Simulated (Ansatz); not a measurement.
# SiGeCl+ (singlet): wave-function methods side by side, cc-pVDZ

The task here is to estimate one member of a computed series from the others.

Program: Ansatz 0.2.0, Gaussian basis. Level of theory: cc-pVDZ, core rule «outside noble gas», up to 24 orbitals frozen. These are calculated values, not measurements.

The runs, in order: UHF; CCSD(T) on RHF; CCSD(T) on UHF; BCCD(T) on RHF; CISD; CCSDT(Q) on RHF; CCSDT(Q) on UHF.

17 further runs of the same task are left out: 4 that didn't finish, 13 set aside as unsound or not needed.

## The geometry

The geometry is a PBE0/def2-TZVP stationary point (not a proven minimum) of the parent state, kept for this charge and spin. No spin-orbit coupling is included. The filled d shell of Ge may be among the frozen orbitals whatever the setting's name suggests; the logs give the count.

3 atoms, charge 1, spin multiplicity 1.

Atoms are counted from 1 here; the program's logs count them from 0.

Bond lengths: Cl1–Ge2 2.423 Å, Cl1–Si3 2.265 Å, Ge2–Si3 2.365 Å. Angles: Ge2–Cl1–Si3 60.5°, Cl1–Ge2–Si3 56.5°, Cl1–Si3–Ge2 63.0°.

The first run:

Contents of in.yaml:

```yaml
crystal:
  periodic: [false, false, false]
  atoms:
    - {symbol: Cl, position_ang: [0.000000, 0.885306, 1.303423]}
    - {symbol: Ge, position_ang: [0.000000, 0.087359, -0.983890]}
    - {symbol: Si, position_ang: [0.000000, -1.343486, 0.899379]}
basis:
  gaussian: {orbitals: cc-pVDZ}
total_charge: 1
magnetization: {spin_polarized: true, initial_magnetization: 0}
hamiltonian: {xc: hf}
output: {orbitals: {seedname: orbitals}}
```

Launch:

```sh
$ ansatz run in.yaml --threads 1 --pin off --events-out ev --progress --plain --max-ram 2393MiB
```

Among the steps run: UHF; CCSD(T) on RHF; CCSD(T) on UHF; BCCD(T) on RHF; CISD; CCSDT(Q) on RHF; CCSDT(Q) on UHF.

One of the session's tables, all rows but one given; the rest of the session is left out.

```
   method  from RCCSDT(Q) (meV)
      RHF               +8600.9
      UHF               +8302.9
     RMP2               +1439.3
     UMP2               +1589.3
     CISD               +1346.6
    RCCSD                +380.5
    UCCSD                +395.7
 RCCSD(T)                 +66.7
 UCCSD(T)                 +82.4
  BCCD(T)                     ?
   RCCSDT                 +29.6
   UCCSDT                 +36.6
RCCSDT(Q)                     0
UCCSDT(Q)                  +1.8
```

Estimate the missing values for BCCD(T).

**Answer.** from RCCSDT(Q) (meV): +63.0. In the column «from RCCSDT(Q) (meV)» it lies between UCCSDT (+36.6) and RCCSD(T) (+66.7).

Caveats from the session: The determinant is far from a pure spin state, so its energy mixes those of several spin states (harmless only where they are near-degenerate, as at dissociation). Restricted and unrestricted rows rest on different reference determinants; where their highest levels disagree by more than a few hundredths of an eV, they describe different states and don't form one ladder.
